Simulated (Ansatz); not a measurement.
# CuSi8O16: the cost of one run

Program: Ansatz 0.2.0. Level of theory: DFT PBE, plane waves, PAW, scalar-relativistic, no spin polarisation. These are calculated values, not measurements.

## 1. Starting point

The cell holds 25 atoms (CuO16Si8): a = 6.712 Å, b = 6.712 Å, c = 6.445 Å, α = 90.00°, β = 90.00°, γ = 90.00°.

Coordinates:

```xyz
25
Lattice="-4.7460 -4.7460 0.0000 4.7460 -4.7460 0.0000 0.0000 0.0000 6.4450" Properties=species:S:1:pos:R:3 pbc="T T T"
Si    1.5363   -3.2097    0.0000
Si    0.8367   -0.8367    1.6113
Si   -1.5363   -6.2823    3.2225
Si    3.9093   -3.9093    4.8338
O     1.1096   -4.0123    1.2838
O    -3.1067   -6.0094    2.8951
O    -1.1096   -5.4797    4.5063
O     3.1067   -3.4826    6.1176
O    -1.2634   -7.8527    3.5499
O    -0.7337   -5.8556    1.9387
O     1.2634   -1.6393    0.3274
O     0.7337   -3.6364    5.1612
Si   -3.2097   -3.2097    0.0000
Si    0.8367   -5.5827    1.6113
Si   -1.5363   -1.5363    3.2225
Si   -0.8367   -3.9093    4.8338
O    -3.6364   -4.0123    1.2838
O     1.6393   -6.0094    2.8951
O     3.6364   -5.4797    4.5063
O    -1.6393   -3.4826    6.1176
O    -1.2634   -3.1067    3.5499
O    -0.7337   -1.1096    1.9387
O     1.2634   -6.3853    0.3274
O     0.7337   -8.3824    5.1612
Cu    0.4044   -4.3383    3.1498
```

## 2. Preparing the start

input.yaml

```yaml
accuracy: low
crystal:
  lattice:
    - [-4.746, -4.746, 0.0]
    - [4.746, -4.746, 0.0]
    - [0.0, 0.0, 6.445]
  atoms:
    - { symbol: Si, position: [0.1763, 0.5, 0.0] }
    - { symbol: Si, position: [0.0, 0.1763, 0.25] }
    - { symbol: Si, position: [0.8237, 0.5, 0.5] }
    - { symbol: Si, position: [0.0, 0.8237, 0.75] }
    - { symbol: O, position: [0.3058, 0.5396, 0.1992] }
    - { symbol: O, position: [0.9604, 0.3058, 0.4492] }
    - { symbol: O, position: [0.6942, 0.4604, 0.6992] }
    - { symbol: O, position: [0.0396, 0.6942, 0.9492] }
    - { symbol: O, position: [0.9604, 0.6942, 0.5508] }
    - { symbol: O, position: [0.6942, 0.5396, 0.3008] }
    - { symbol: O, position: [0.0396, 0.3058, 0.0508] }
    - { symbol: O, position: [0.3058, 0.4604, 0.8008] }
    - { symbol: Si, position: [0.6763, 0.0, 0.0] }
    - { symbol: Si, position: [0.5, 0.6763, 0.25] }
    - { symbol: Si, position: [0.3237, 0.0, 0.5] }
    - { symbol: Si, position: [0.5, 0.3237, 0.75] }
    - { symbol: O, position: [0.8058, 0.0396, 0.1992] }
    - { symbol: O, position: [0.4604, 0.8058, 0.4492] }
    - { symbol: O, position: [0.1942, 0.9604, 0.6992] }
    - { symbol: O, position: [0.5396, 0.1942, 0.9492] }
    - { symbol: O, position: [0.4604, 0.1942, 0.5508] }
    - { symbol: O, position: [0.1942, 0.0396, 0.3008] }
    - { symbol: O, position: [0.5396, 0.8058, 0.0508] }
    - { symbol: O, position: [0.8058, 0.9604, 0.8008] }
    - { symbol: Cu, position: [0.4144521, 0.499652, 0.4887143] }
total_charge: 1
basis:
  ecutwfc: 420.0
kpoints:
  mp_grid: { grid: [1, 1, 2] }
hamiltonian:
  xc: pbe
  pseudopotentials: { kind: paw, azcp: { folder: soft_1 } }
scf:
  occupations: { method: fermi_dirac, width: 0.02 }
  lower_state_search: "off"
relax:
  f_tol: 0.08
  max_steps: 25
  adjacent_minimum: "off"
output:
  write_density: true
  write_potential: true
  elf: true
  volumetric_format: npy
```

Launch:

```console
ansatz run input.yaml --threads 1 --pin off --max-ram 3072MiB --backend cpu --events-out ev --progress --plain --runs-dir out
```

What time and memory should one allow on 1 thread of Arm Neoverse V1, shared host?

About 43 s, with a peak of 0.5 GiB.
